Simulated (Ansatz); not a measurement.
# CH4ClFSi: a ladder of functionals and wavefunction methods

One table from this session's results is given with a row withheld; the runs are named, their logs left out.

Method: functionals in def2-TZVPP, the program's frozen cores in correlated methods; program: Ansatz 0.2.0, Gaussian basis.

The runs, in order: LDA (SPW92), PBE-D4, revPBE-D4, BLYP-D4, r2SCAN-D4, B97M-V, PBE0-D4, B3LYP-D4, r2SCANh-D4, r2SCAN0-D4, HSE06-D4, BHLYP-D4, CAM-B3LYP-D4, LC-ωPBE, ωB97X-V, ωB97M-V, B2PLYP, PBE-QIDH; CCSD(T)/def2-SVP; CCSD(T)/def2-TZVPP; CCSD(T)/def2-QZVPP; extrapolation to the limit; RPA on PBE.

**The geometry**

All runs share one geometry, relaxed beforehand with PBE0-D4 in a triple-zeta def2 set.

SMILES `C[SiH](F)Cl`, 8 atoms, charge 0, spin multiplicity 1.

Atoms are counted from 1 here; the program's logs count them from 0.

Bond lengths: C1–Si2 1.843 Å, C1–H5 1.093 Å, C1–H6 1.092 Å, C1–H7 1.092 Å, Si2–F3 1.594 Å, Si2–Cl4 2.046 Å, Si2–H8 1.477 Å. Angles: Si2–C1–H5 110.3°, Si2–C1–H6 110.4°, Si2–C1–H7 110.5°, H5–C1–H6 108.5°, H5–C1–H7 108.6°, H6–C1–H7 108.4°, C1–Si2–F3 109.4°, C1–Si2–Cl4 110.3°, C1–Si2–H8 114.2°, F3–Si2–Cl4 107.6°, F3–Si2–H8 107.4°, Cl4–Si2–H8 107.7°.

Geometry (Å):

```
C    -0.2767    0.9583    0.0838
Si    0.3640   -0.7618   -0.0842
F     0.8460   -1.2900    1.3402
Cl   -1.1200   -2.0101   -0.7355
H     0.5098    1.6213    0.4532
H    -0.6206    1.3328   -0.8829
H    -1.1150    0.9883    0.7832
H     1.5046   -0.8959   -1.0136
```

The first run:

Contents of in.yaml:

```yaml
crystal:
  periodic: [false, false, false]
  atoms:
    - {symbol: C, position_ang: [-0.276704, 0.958286, 0.083845]}
    - {symbol: Si, position_ang: [0.364031, -0.761757, -0.084162]}
    - {symbol: F, position_ang: [0.846026, -1.289980, 1.340201]}
    - {symbol: Cl, position_ang: [-1.119992, -2.010054, -0.735519]}
    - {symbol: H, position_ang: [0.509758, 1.621283, 0.453169]}
    - {symbol: H, position_ang: [-0.620637, 1.332827, -0.882909]}
    - {symbol: H, position_ang: [-1.115029, 0.988254, 0.783163]}
    - {symbol: H, position_ang: [1.504648, -0.895861, -1.013587]}
basis:
  gaussian: {orbitals: def2-TZVPP}
hamiltonian: {xc: lda}
output: {orbitals: {seedname: orbitals}}
```

On the command line:

```console
$ ansatz run in.yaml --threads 2 --pin off --events-out ev --progress --plain --max-ram 32768MiB --backend cpu
```

Among the steps run: LDA; PBE-D4 (GGA); revPBE-D4 (GGA); BLYP-D4 (GGA); r2SCAN-D4 (meta-GGA); B97M-V (meta-GGA); B3LYP-D4 (hybrid); r2SCANh-D4 (hybrid); r2SCAN0-D4 (hybrid); HSE06-D4 (hybrid); BHLYP-D4 (hybrid); CAM-B3LYP-D4 (range-separated); LC-ωPBE (range-separated); ωB97X-V (range-separated); ωB97M-V (range-separated); B2PLYP (double hybrid); PBE-QIDH (double hybrid).

One table of the session follows, with a row left open; its other results are not shown here.

It belongs to the step «Orbital energies across the functionals». 

```
  functional  HOMO (eV)  LUMO (eV)  gap (eV)
 LDA (SPW92)      -7.68      -0.47      7.21
      PBE-D4      -7.58      -0.20      7.38
   revPBE-D4          ?          ?         ?
     BLYP-D4      -7.46      -0.06      7.40
   r2SCAN-D4      -7.93       0.25      8.18
      B97M-V      -8.03       0.11      8.14
     PBE0-D4      -8.97       0.71      9.67
    B3LYP-D4      -8.73       0.49      9.22
  r2SCANh-D4      -8.44       0.55      8.98
  r2SCAN0-D4      -9.20       0.99     10.18
    HSE06-D4      -8.56       0.33      8.89
    BHLYP-D4     -10.26       1.61     11.86
CAM-B3LYP-D4     -10.36       1.72     12.08
     LC-ωPBE     -11.74       2.92     14.67
     ωB97X-V     -11.38       2.79     14.17
     ωB97M-V     -11.21       2.46     13.66
```

Q: Estimate the row for revPBE-D4 from the others.

The run gave: HOMO (eV): -7.54; LUMO (eV): -0.08; gap (eV): 7.46. In the column «HOMO (eV)» it lies between PBE-D4 (-7.58) and BLYP-D4 (-7.46).
